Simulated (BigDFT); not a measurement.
Cl2Mg, in a box:

```
CELL_PARAMETERS angstrom
10.00000 0.00000 0.00000
0.00000 14.00000 0.00000
0.00000 0.00000 10.00000
ATOMIC_POSITIONS crystal
Cl 0.54802 0.64897 0.55074
Mg 0.50109 0.50154 0.50335
Cl 0.45459 0.35403 0.45606
```

Base run:

```yaml
Program: BigDFT 1.9.6
Functional: PBE
Potentials_or_basis: GTH-PBE (Cl q7, Mg q2)
Grid_spacing: 0.48 bohr
Occupations: fixed
Spin: no spin polarisation
```

Its results: gap between the frontier levels 6.00 eV; largest force 1.134 eV/Å.

Task: The run is repeated on the same cell with these changes: solvent permittivity from 4.71 to 46.8. What comes out?

Result: Gap between the frontier levels 6.49 eV; largest force 2.432 eV/Å.

Caveats: boundaries are free: the box only frames the coordinates, and the band gap is the HOMO-LUMO gap; the molecule sits in an implicit solvent.

